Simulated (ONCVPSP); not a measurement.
**Pseudopotential generation for zirconium: ONCV, PBEsol**

Aim: build the potential from the settings below, then test how well it stands in for the atom: other configurations, scattering, ghost states and the plane-wave cutoff that it needs.

Program: ONCVPSP 4.0.1. Reference atom: PBEsol, fully relativistic, spherical and spin-unpolarised. All values are calculated.

## (1) The atom and the settings

Typed settings, in words:

| Item | Value |
| --- | --- |
| element | zirconium (Zr, Z = 40) |
| type | optimised norm-conserving Vanderbilt (ONCV) |
| frozen core | [Ar] 3d10 |
| valence charge | 12 |
| reference configuration | 4s2 4p6 4d2 5s2 |
| partial waves | 4s+5s: rc 1.65 bohr, ncon 4, nbas 8, qcut 5.5 1/bohr, 2 projectors; 4p: rc 2.15 bohr, ncon 3, nbas 8, qcut 7.1 1/bohr, 3 projectors, debl 2.9 Ha; 4d: rc 1.90 bohr, ncon 4, nbas 8, qcut 6 1/bohr, 3 projectors, debl 2.7 Ha |
| local potential | polynomial inside 1.20 bohr (lpopt 3, dvloc0 0 Ha) |
| core correction | polynomial model core, fcfact 0.4 |

The nodes and maxima of the atom's own shells, from an earlier all-electron run, set the scale for the radii.

All-electron outer shells of the reference configuration (PBEsol, scalar-relativistic, ld1.x):

```
shell  level (eV)  outermost node (bohr)  outermost maximum (bohr)
   3d     -174.70                      –                      0.35
   4s      -54.46                   0.55                      1.08
   4p      -32.43                   0.56                      1.17
   5s       -4.46                   1.47                      3.15
   4d       -3.61                   0.58                      1.61
   5p       -1.45                   1.70                      4.10
```

## (2) The generation run

Zr.dat

```
# ATOM AND REFERENCE CONFIGURATION
# atsym  z   nc   nv     iexc    psfile
  Zr 40.00    6    4  -116133      upf
#
#   n    l    f
    1    0    2.00
    2    0    2.00
    2    1    6.00
    3    0    2.00
    3    1    6.00
    3    2   10.00
    4    0    2.00
    4    1    6.00
    4    2    2.00
    5    0    2.00
#
# PSEUDOPOTENTIAL AND OPTIMIZATION
# lmax
    2
#
#   l,   rc,      ep,       ncon, nbas, qcut
    0    1.65    0.00    4    8    5.50
    1    2.15    0.00    3    8    7.10
    2    1.90    0.00    4    8    6.00
#
# LOCAL POTENTIAL
# lloc, lpopt,  rc(5),   dvloc0
    4    3    1.20    0.00
#
# VANDERBILT-KLEINMAN-BYLANDER PROJECTORs
# l, nproj, debl
    0    2    0.50
    1    3    2.90
    2    3    2.70
#
# MODEL CORE CHARGE
# icmod, fcfact, rcfact
    1    0.40    0.00
#
# LOG DERIVATIVE ANALYSIS
# epsh1, epsh2, depsh
   -4.00    5.00    0.02
#
# OUTPUT GRID
# rlmax, drl
    6.00    0.01
#
# TEST CONFIGURATIONS
# ncnf
    4
# nvcnf
#   n    l    f
    4
    4    0    2.00
    4    1    6.00
    4    2    2.00
    5    0    1.00
#
    4
    4    0    2.00
    4    1    6.00
    4    2    2.00
    5    0    0.00
#
    4
    4    0    2.00
    4    1    6.00
    4    2    1.00
    5    0    0.00
#
    4
    4    0    1.00
    4    1    6.00
    4    2    2.00
    5    0    2.00
#
```

On the command line:

```console
$ oncvpspr.x < Zr.dat > Zr.out
```

Q: Predict the outcome of this session. Wanted: cutoffs for 1 and 0.1 mHa per electron, occupied waves; bound ghosts; GHOST(+) flags; largest test error; largest phase difference near zero energy, channels read; rms error of d²Exc/dn², without and with the model core.

**Answer**, as computed:

| quantity | value |
| --- | --- |
| cutoffs for 1 and 0.1 mHa per electron, occupied waves | 15 Ha and 56 Ha |
| bound ghosts | none found |
| GHOST(+) flags | s at 176 eV, d5/2 at 1292 eV, d3/2 at 475 eV (1 near or above the test basis's cutoff) |
| largest test error (AE − PS) | -84 meV, for 4s1 4p6 4d2 5s2 |
| largest phase difference near zero energy, channels read | 0.000 rad |
| rms error of d²Exc/dn², without and with the model core | 6.17 and 3.34 mHa |

**Reading.** The worst unpolarised test, 4s1 4p6 4d2 5s2, is off by 84 meV on 60.5 eV; by total energies transferability rates as fair. That test lies far up in energy; among those under 40 eV, nearer to bonding, the largest error is 3.3 meV. It counts as soft on the atom at that tolerance, with 15 Ha needed at the looser tolerance. The tighter tolerance needs 56 Ha, and converged work needs a cutoff nearer that. The program's ghost test flags no bound state. Near zero energy the phases of the channels with partial waves agree within 0.001 rad. The program also flags highly localised states, GHOST(+) (s, d5/2, d3/2). These are tests on the free atom; a crystal test is still owed.
